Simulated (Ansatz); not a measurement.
# C₃H₆AlBr: up Jacob's ladder to CCSD(T)

One table from this session's results is given with a row withheld; the runs are named, their logs left out.

The runs use Ansatz 0.2.0, Gaussian basis; functionals in def2-TZVPP, the program's frozen cores in correlated methods.

Levels to be run: PBE-D4, r2SCAN-D4, PBE0-D4, B3LYP-D4, ωB97X-V, ωB97M-V, B2PLYP; CCSD(T)/def2-TZVPP; MP2/def2-QZVPP; extrapolation to the limit.

### The relaxed structure

An earlier PBE0-D4 in a triple-zeta def2 set relaxation fixed the geometry.

SMILES `C=[C](Br)[AlH][CH3]`, 11 atoms, charge 0, spin multiplicity 1.

Atoms are counted from 1 here; the program's logs count them from 0.

Bond lengths: C1–C2 1.330 Å, C1–H6 1.087 Å, C1–H7 1.086 Å, C2–Br3 1.915 Å, C2–Al4 1.956 Å, Al4–C5 1.949 Å, Al4–H8 1.583 Å, C5–H9 1.093 Å, C5–H10 1.095 Å, C5–H11 1.095 Å. Angles: C2–C1–H6 119.1°, C2–C1–H7 124.0°, H6–C1–H7 116.9°, C1–C2–Br3 118.2°, C1–C2–Al4 124.5°, Br3–C2–Al4 117.3°, C2–Al4–C5 116.9°, C2–Al4–H8 118.9°, C5–Al4–H8 124.2°, Al4–C5–H9 112.3°, Al4–C5–H10 111.1°, Al4–C5–H11 111.3°, H9–C5–H10 107.6°, H9–C5–H11 107.7°, H10–C5–H11 106.5°.

The first run:

in.yaml reads:

```yaml
crystal:
  periodic: [false, false, false]
  atoms:
    - {symbol: C, position_ang: [0.091792, 1.877602, 0.436313]}
    - {symbol: C, position_ang: [0.136392, 1.225628, -0.722030]}
    - {symbol: Br, position_ang: [0.313673, 2.249860, -2.329964]}
    - {symbol: Al, position_ang: [0.037514, -0.719582, -0.902088]}
    - {symbol: C, position_ang: [-0.166260, -1.748061, 0.741097]}
    - {symbol: H, position_ang: [-0.008954, 1.311386, 1.359072]}
    - {symbol: H, position_ang: [0.150493, 2.958527, 0.526865]}
    - {symbol: H, position_ang: [0.130146, -1.359268, -2.346867]}
    - {symbol: H, position_ang: [-0.246966, -2.821000, 0.551678]}
    - {symbol: H, position_ang: [0.686284, -1.593055, 1.411073]}
    - {symbol: H, position_ang: [-1.058714, -1.439137, 1.295352]}
basis:
  gaussian: {orbitals: def2-TZVPP}
hamiltonian: {xc: pbe, dispersion: d4}
output: {forces: true, orbitals: {seedname: orbitals}}
```

Launch:

```
$ ansatz run in.yaml --threads 4 --pin off --events-out ev --progress --plain --max-ram 10444MiB
```

Among the steps run: PBE-D4 (GGA); r2SCAN-D4 (meta-GGA); PBE0-D4 (hybrid); B3LYP-D4 (hybrid); ωB97X-V (range-separated); ωB97M-V (range-separated); B2PLYP (double hybrid); CCSD(T) in def2-TZVPP; MP2 in def2-QZVPP.

One table of the session follows, with a row left open; its other results are not shown here.

It belongs to the step «Atomisation energies». 

| method | atomisation energy (kJ/mol) |
| --- | --- |
| PBE-D4 | 4014.5 |
| r2SCAN-D4 | 3961.2 |
| PBE0-D4 | 3956.8 |
| B3LYP-D4 | 3934.8 |
| ωB97X-V | 3939.2 |
| ωB97M-V | 3943.2 |
| B2PLYP | 3895.8 |
| HF/def2-TZVPP | 2923.4 |
| MP2/def2-TZVPP | ? |
| CCSD/def2-TZVPP | 3785.1 |
| CCSD(T)/def2-TZVPP | 3846.9 |
| MP2/CBS | 4004.0 |
| CCSD(T)/CBS | 3944.3 |

Estimate the missing values for MP2/def2-TZVPP.

**Answer.** atomisation energy (kJ/mol): 3906.5. In the column «atomisation energy (kJ/mol)» it lies between B2PLYP (3895.8) and B3LYP-D4 (3934.8).

Limits of these values: Free atoms (3 C, 1 Br, 1 Al, 6 H) were run apart at each level; the atomisation energy is their sum less the molecule, without zero-point or spin-orbit terms.
